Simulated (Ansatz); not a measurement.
This script makes vertical energies of changing the electron count of AlGeH7Si, SMILES [AlH2][SiH2][GeH3] with the Ansatz DFT code, driven from Python.

`algeh7si.xyz`
```text
10

Al   -1.88030    0.54270   -0.69200
Si    0.37180    0.80410   -0.24850
Ge    1.06150   -1.05080    0.91100
H    -2.34160   -0.78910   -1.33010
H    -2.68090    1.86390   -1.29970
H     0.60590    2.03120    0.55650
H     1.14640    0.90910   -1.50800
H     2.64750   -0.90250    1.21910
H     0.30950   -1.13830    2.29720
H     0.84320   -2.32160    0.09750
```

`ip_algeh7si.py`:
```python
'''Vertical ionisation energy and electron affinity of AlGeH7Si.'''

import ansatz as az

BASIS_SET = 'def2-SVPD'
XC = 'cam_b3lyp'


def single_point(molecule, charge=0, unpaired=0):
    calc = (
        molecule.calculation()
        .basis(gaussian=BASIS_SET)  # atom-centred Gaussian functions
        .functional(XC)
    )
    if charge:
        calc = calc.charge(charge)
    if unpaired:
        calc = calc.spin('collinear', total=unpaired)
    report = calc.run().report
    if report['published_state_doubts']:
        print('  doubts:', report['published_state_doubts'])
    return report['free_energy_ev']

molecule = az.Crystal.molecule_from_extxyz('algeh7si.xyz')

# total-energy differences at one geometry
parent = single_point(molecule, 0, 0)
cation = single_point(molecule, 1, 1)
print(f'E(N)   = {parent:.5f} eV')
print(f'E(N-1) = {cation:.5f} eV  (1 unpaired)')
print(f'vertical ionisation energy {cation - parent:.3f} eV')
anion = single_point(molecule, -1, 1)
print(f'E(N+1) = {anion:.5f} eV  (1 unpaired)')
print(f'vertical electron affinity {parent - anion:.3f} eV' + ('' if anion < parent else ' (unbound in this basis)'))
print(f'fundamental gap IP - EA = {cation + anion - 2 * parent:.3f} eV')
```

What does it cost to change the electron count at this fixed geometry?

At this unrelaxed geometry removing an electron costs 9.29 eV and adding one releases 0.96 eV.

What the script printed:

```console
$ python ip_algeh7si.py
E(N)   = -71097.22563 eV
E(N-1) = -71087.93400 eV  (1 unpaired)
vertical ionisation energy 9.292 eV
E(N+1) = -71098.18717 eV  (1 unpaired)
vertical electron affinity 0.962 eV
fundamental gap IP - EA = 8.330 eV
```

Total energies depend on the basis set; only differences at equal settings carry meaning. The geometry is a force-field or estimated start, not a minimum of this method, and the basis set is short of its limit. All parts are taken at fixed geometry, without zero-point energy. At an unrelaxed start these energies can be a whole eV from those at the minimum, and a small affinity can change sign. Hardware and time: 41 s on 1 thread of Arm Neoverse V2, on a shared host, peak memory 0.7 GiB.

(Lines on the test bed's own set-up are left out of the output.)
